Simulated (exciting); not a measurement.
# TiTe2: single point with PBE

Crystal: TiTe2.

```
Te Ti
1.0
     3.77700    0.00000    0.00000
    -1.88850    3.27098    0.00000
     0.00000    0.00000    6.49800
Te Ti
2 1
Cartesian
  0.0000 2.1807 4.7903
  1.8885 1.0903 1.7077
  0.0000 0.0000 0.0000
```

```yaml
Program: exciting (release sodium)
Task: single point
Functional: PBE
Potentials_or_basis: all-electron LAPW+lo, shipped species files, valence relativity iora*
rgkmax: 9
k_mesh: 8 × 8 × 4
Occupations: fermi-dirac, width 0.05 eV
Spin: no spin polarisation
gmaxvr_cutoff_of_density_and_potential: 14 1/bohr
lmaxapw_and_lmaxmat: 10
lmaxvr: 8
nempty: 16
Valence_relativity: iora*
epsengy: 1e-05 Ha
epspot: 1e-05 Ha
maxscl: 60
Muffin-tin_radii: Te 2.3, Ti 2.0 bohr
```

| Property | Result |
| --- | --- |
| Largest force | 0.025 eV/Å |
| Band gap on the k mesh | none (metal or under the smearing width) |
| All electrons inside the program's atomic spheres | Te 49.05; Ti 19.47 (radii Te 2.3, Ti 2.0 bohr) |

Forces on the atoms (eV/Å):
```
Te   0.000  0.000 -0.025
Te   0.000  0.000  0.025
Ti   0.000  0.000  0.000
```

Levels at points of the mesh, in eV from the Fermi level:
```
           k point  band 18  band 19  band 20  band 21  band 22  band 23  band 24  band 25  band 26  band 27
(0.00, 0.00, 0.00)    -1.67    -1.67     0.36     0.41     0.41     0.58     1.08     1.08     3.07     3.07
(0.50, 0.00, 0.00)    -3.67    -2.70    -2.39    -1.74    -1.12     0.03     1.16     1.49     2.42     3.35
(0.00, 0.00, 0.50)    -2.63    -1.60    -1.60     0.40     0.40     0.76     0.76     1.03     3.50     3.50
(0.50, 0.00, 0.50)    -4.53    -2.40    -2.02    -0.97    -0.60    -0.26     1.16     1.47     2.62     3.50
```

Wall time 12 min on 1 thread of Arm Neoverse V2, with other jobs on the host, peak memory 0.2 GiB.

Caveat: the log's total energy holds no entropy term; the free energy is that total less TS from the occupations. Spin-orbit coupling is left out, which matters for the levels of Te.
